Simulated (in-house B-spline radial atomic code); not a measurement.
**Hf⁵⁷⁺: starting-point dependence of G0W0 and RPA**

Question: which mean-field start gives which removal energy for Hf⁵⁷⁺, before and after G0W0?

The numbers are computed with an in-house B-spline radial atomic code, version 1 (RPA, second order, AC-SOSEX and G0W0 (contour deformation) on a scalar-relativistic mean field, all electrons; no spin-orbit coupling, Breit or QED terms, no two-electron picture change), except any that are marked as measured or tabulated.

## Step 1: The system

| Quantity | Value |
| --- | --- |
| element | hafnium (Z = 72) |
| charge | +57 |
| electrons | 15 |
| configuration | [Ne] 3s2 3p3 |
| Hamiltonian | scalar-relativistic (spin-free one-electron X2C), finite nucleus |
| starts | Hartree-Fock, PBE, PBE0, ωB97X, PBEsol |

The outer shells:

Hf57+
```
[Ne] core
3s [↑↓]
3p [↑ ][↑ ][↑ ]
```

## Step 2: Run with the Hartree-Fock start

The run's settings:

```ini
Z = 72
electrons = 15.0
configuration = [Ne] 3s2 3p3
hamiltonian = x2c
method = hf
lmax = 9
rms_radius = 5.347
spin_polarised = True
box_radius = 1.9
intervals = 60
```

Launch:

```
> python run_gw.py task.json out
```

The settings of every run stand in task.json; they run in order.

Main fields of the result record, rounded:

```text
{
  "status": "converged",
  "energies [hartree]": {
    "mean_field": -11551.06415,
    "exx_total": -11551.06415,
    "exchange": -159.2251335,
    "rpa": -1.2865255,
    "rpa_summed": -1.2796125,
    "direct_second_order": -1.3467625,
    "second_order_exchange": 0.49038213,
    "sosex": 0.47366004
  },
  "rpa_by_multipole [hartree]": [-0.230775, -0.665485, -0.196819, -0.112689, -0.0380611, -0.0172573, -0.00901748, -0.00518434, -0.00318849, -0.000974252, -0.000160981],
  "polarisability [bohr^3: independent particles, RPA]": [0.00355563, 0.00277752],
  "gap [hartree]": 17.97101,
  "levels [hartree]": [
    {"name": "3p up", "occ": 1, "e": -214.4083, "sx": -8.179684, "vxc": -8.179684, "sc": -0.04640224, "z": 0.9945931, "qp": -214.4555, "tail": -0.0008603826},
    {"name": "3s down", "occ": 1, "e": -226.6441, "sx": -6.389001, "vxc": -6.389001, "sc": -0.2481262, "z": 0.9948252, "qp": -226.893, "tail": -0.000773659},
    {"name": "3s up", "occ": 1, "e": -229.6838, "sx": -9.46164, "vxc": -9.46164, "sc": 1.025095, "z": 0.8572853, "qp": -228.6594, "tail": -0.0006532107},
    {"name": "2p down", "occ": 1, "e": -523.1599, "sx": -19.00532, "vxc": -19.00532, "sc": 0.2215517, "z": 0.9977747, "qp": -522.9395, "tail": -0.001131377},
    {"name": "3p down", "occ": 0, "e": -208.6731, "sx": -2.416894, "vxc": -2.416894, "sc": -0.1824662, "z": 0.9941944, "qp": -208.8564, "tail": -0.0008580518}
  ]
}
```

It took 1.4 s on 1 thread, shared host.

In the record, exx_total is the Hartree-Fock functional on the start's orbitals, rpa_summed the RPA energy up to lmax and rpa the same with the tail beyond it, gap the smallest same-spin excitation energy of the start. For a level, e is the start's value, sx and sc the exchange and correlation self-energies, vxc the start's own term, z the quasi-particle weight, and qp = e + sx − vxc + sc + tail. Deeper levels of weight under 0.85 meet poles of the self-energy and are not shown.

G0W0 moves 3p↑ down by 1.29 eV, to -5835.63 eV.

The largest part of the RPA energy comes from multipole 1 (52 % of the sum).

## Step 3: Run with the PBE start

Changes to the settings of step 2:

```diff
@@ -4,3 +4,3 @@
 hamiltonian = x2c
-method = hf
+method = pbe,pbe
 lmax = 9
```

From the record:

```text
{
  "status": "converged",
  "energies [hartree]": {
    "mean_field": -11552.41231,
    "exx_total": -11551.04942,
    "exchange": -159.1998533,
    "rpa": -1.3765261,
    "rpa_summed": -1.3695931,
    "direct_second_order": -1.4630219,
    "second_order_exchange": 0.53509836,
    "sosex": 0.51064544
  },
  "rpa_by_multipole [hartree]": [-0.235736, -0.737554, -0.204205, -0.117608, -0.0384949, -0.0173869, -0.00906618, -0.00520557, -0.00319879, -0.000977007, -0.000161379],
  "polarisability [bohr^3: independent particles, RPA]": [0.00456127, 0.00333325],
  "gap [hartree]": 13.51068,
  "levels [hartree]": [
    {"name": "3p up", "occ": 1, "e": -212.202, "sx": -8.203365, "vxc": -5.999169, "sc": -0.0440567, "z": 0.9921465, "qp": -214.4511, "tail": -0.0008620424},
    {"name": "3s down", "occ": 1, "e": -225.0469, "sx": -6.427735, "vxc": -4.830818, "sc": -0.2781355, "z": 0.9929783, "qp": -226.9227, "tail": -0.0007758439},
    {"name": "2p down", "occ": 1, "e": -517.0345, "sx": -19.00127, "vxc": -12.88004, "sc": 0.2479499, "z": 0.9972376, "qp": -522.9089, "tail": -0.001130617},
    {"name": "3p down", "occ": 0, "e": -210.8903, "sx": -2.45069, "vxc": -4.681209, "sc": -0.2095205, "z": 0.9915097, "qp": -208.8702, "tail": -0.0008622984}
  ]
}
```

It took 1.5 s on 1 thread, shared host.

The 3p↑ level moves from -5774.31 to -5835.51 eV (weight 0.99).

## Step 4: Run with the PBE0 start

Changes to the settings of step 3:

```diff
@@ -4,3 +4,3 @@
 hamiltonian = x2c
-method = pbe,pbe
+method = pbe0
 lmax = 9
```

From the record:

```text
{
  "status": "converged",
  "energies [hartree]": {
    "mean_field": -11552.23378,
    "exx_total": -11551.05593,
    "exchange": -159.2065885,
    "rpa": -1.3505088,
    "rpa_summed": -1.3435807,
    "direct_second_order": -1.4285271,
    "second_order_exchange": 0.52177909,
    "sosex": 0.49982437
  },
  "rpa_by_multipole [hartree]": [-0.234465, -0.716379, -0.202217, -0.116191, -0.0383856, -0.0173545, -0.00905408, -0.00520033, -0.00319625, -0.000976334, -0.000161281],
  "polarisability [bohr^3: independent particles, RPA]": [0.00425325, 0.003171],
  "gap [hartree]": 14.70385,
  "levels [hartree]": [
    {"name": "3p up", "occ": 1, "e": -212.7675, "sx": -8.197419, "vxc": -6.558406, "sc": -0.0450288, "z": 0.9929092, "qp": -214.4524, "tail": -0.000861479},
    {"name": "3s down", "occ": 1, "e": -225.4689, "sx": -6.418111, "vxc": -5.243628, "sc": -0.2699913, "z": 0.9935215, "qp": -226.9141, "tail": -0.0007750102},
    {"name": "2p down", "occ": 1, "e": -518.5823, "sx": -19.0023, "vxc": -14.42792, "sc": 0.2407614, "z": 0.9974185, "qp": -522.9171, "tail": -0.001129699},
    {"name": "3p down", "occ": 0, "e": -210.3549, "sx": -2.442232, "vxc": -4.132341, "sc": -0.2017675, "z": 0.9923449, "qp": -208.8675, "tail": -0.0008609257}
  ]
}
```

It took 1.4 s on 1 thread, shared host.

The 3p↑ level moves from -5789.70 to -5835.55 eV (weight 0.99).

## Step 5: Run with the ωB97X start

Changes to the settings of step 4:

```diff
@@ -4,3 +4,3 @@
 hamiltonian = x2c
-method = pbe0
+method = wb97x
 lmax = 9
```

From the record:

```text
{
  "status": "converged",
  "energies [hartree]": {
    "mean_field": -11553.84046,
    "exx_total": -11551.04935,
    "exchange": -159.225197,
    "rpa": -1.3538676,
    "rpa_summed": -1.3469353,
    "direct_second_order": -1.4327029,
    "second_order_exchange": 0.52338689,
    "sosex": 0.50119715
  },
  "rpa_by_multipole [hartree]": [-0.234676, -0.718798, -0.202607, -0.116453, -0.0384286, -0.0173702, -0.00906115, -0.00520395, -0.00319829, -0.000976947, -0.000161366],
  "polarisability [bohr^3: independent particles, RPA]": [0.00426927, 0.00317654],
  "gap [hartree]": 14.57262,
  "levels [hartree]": [
    {"name": "3p up", "occ": 1, "e": -212.7342, "sx": -8.204674, "vxc": -6.537941, "sc": -0.04525948, "z": 0.9928274, "qp": -214.447, "tail": -0.0008627703},
    {"name": "3s down", "occ": 1, "e": -225.5518, "sx": -6.423871, "vxc": -5.339015, "sc": -0.2718128, "z": 0.993443, "qp": -226.9092, "tail": -0.0007762456},
    {"name": "2p down", "occ": 1, "e": -518.1767, "sx": -19.00224, "vxc": -14.03428, "sc": 0.2411669, "z": 0.9974101, "qp": -522.9046, "tail": -0.00112998},
    {"name": "3p down", "occ": 0, "e": -210.4787, "sx": -2.446033, "vxc": -4.26996, "sc": -0.2033166, "z": 0.9922433, "qp": -208.859, "tail": -0.0008625621}
  ]
}
```

It took 1.6 s on 1 thread, shared host.

G0W0 moves 3p↑ down by 46.6 eV, to -5835.40 eV.

## Step 6: Run with the PBEsol start

Changes to the settings of step 5:

```diff
@@ -4,3 +4,3 @@
 hamiltonian = x2c
-method = wb97x
+method = pbesol
 lmax = 9
```

From the record:

```text
{
  "status": "converged",
  "energies [hartree]": {
    "mean_field": -11547.96765,
    "exx_total": -11551.0494,
    "exchange": -159.1636023,
    "rpa": -1.3769929,
    "rpa_summed": -1.3700599,
    "direct_second_order": -1.4636883,
    "second_order_exchange": 0.5353422,
    "sosex": 0.51082958
  },
  "rpa_by_multipole [hartree]": [-0.235734, -0.73797, -0.204235, -0.11763, -0.0384952, -0.0173869, -0.00906616, -0.00520555, -0.00319878, -0.000977025, -0.000161374],
  "polarisability [bohr^3: independent particles, RPA]": [0.00456926, 0.00333743],
  "gap [hartree]": 13.48282,
  "levels [hartree]": [
    {"name": "3p up", "occ": 1, "e": -212.1576, "sx": -8.203689, "vxc": -5.952435, "sc": -0.04369593, "z": 0.992123, "qp": -214.4534, "tail": -0.0008620749},
    {"name": "3s down", "occ": 1, "e": -224.9836, "sx": -6.426833, "vxc": -4.763998, "sc": -0.2779329, "z": 0.9929861, "qp": -226.9251, "tail": -0.0007759354},
    {"name": "2p down", "occ": 1, "e": -516.9198, "sx": -18.99898, "vxc": -12.75258, "sc": 0.2483373, "z": 0.9972242, "qp": -522.919, "tail": -0.001130527},
    {"name": "3p down", "occ": 0, "e": -210.8532, "sx": -2.450772, "vxc": -4.64136, "sc": -0.20923, "z": 0.9915054, "qp": -208.8727, "tail": -0.0008623942}
  ]
}
```

Wall time 1.4 s (1 thread, shared host).

The 3p↑ level moves from -5773.10 to -5835.57 eV (weight 0.99).

## Step 7: The members side by side

```tsv
start	level	mean field (eV)	G0W0 (eV)	weight	RPA (hartree)	RPA+SOSEX (hartree)	α, direct RPA (bohr³)	time	miss (eV)
Hartree-Fock	3p↑	-5834.35	-5835.63	0.995	-1.28653	-0.81287	0.002778	1.4 s	+123
PBE	3p↑	-5774.31	-5835.51	0.992	-1.37653	-0.86588	0.003333	1.5 s	+123
PBE0	3p↑	-5789.70	-5835.55	0.993	-1.35051	-0.85068	0.003171	1.4 s	+123
ωB97X	3p↑	-5788.79	-5835.40	0.993	-1.35387	-0.85267	0.003177	1.6 s	+122
PBEsol	3p↑	-5773.10	-5835.57	0.992	-1.37699	-0.86616	0.003337	1.4 s	+123
```

The miss is the G0W0 removal energy (the level with its sign changed) less the tabulated theoretical ionisation energy, 5713.0 ± 6 eV. Times are single runs on a shared host.

## Step 8: Summary of results

| quantity | value |
| --- | --- |
| highest level, mean field (range over the runs) | -5834.35 to -5773.10 eV |
| highest level, G0W0 (range over the runs) | -5835.63 to -5835.40 eV |
| RPA correlation energy | -1.377 to -1.287 hartree |
| RPA+SOSEX | -0.8662 to -0.8129 hartree |
| tabulated theoretical ionisation energy (3p shell) | 5713.0 ± 6 eV (NIST Atomic Spectra Database, ionization energies) |
| G0W0 removal energy less that value | +122 to +123 eV |

In words: The starts spread the highest level over 61.2 eV; after G0W0 0.23 eV remain, 0.38 % of that. Starts without exact exchange bind the level too weakly, through self-interaction, and G0W0 pulls it down by 61 to 62 eV. The RPA energy is largest in size on PBEsol and smallest on Hartree-Fock, 6.6 % apart; over the runs it loosely follows the gap of the start, as smaller excitation energies give more correlation. All runs miss the tabulated theoretical ionisation energy, 5713.0 ± 6 eV, by about +123 eV (+2.1 %), far more than they differ among themselves. Spin-orbit coupling is left out: in so heavy and highly charged an ion the half-filled shell is really jj-coupled, so the high-spin state computed here is a model and the comparison is rough. Read as a removal energy, the bare PBE level is off by +61.3 eV (+1.1 %) and the nearest bare level, PBEsol's, by +60.1 eV, nearer than G0W0, but by cancellation: self-interaction lowers its value while this Hamiltonian leaves the G0W0 value too high. Spin-orbit coupling, which splits the 3p shell strongly in so heavy an element, is left out.
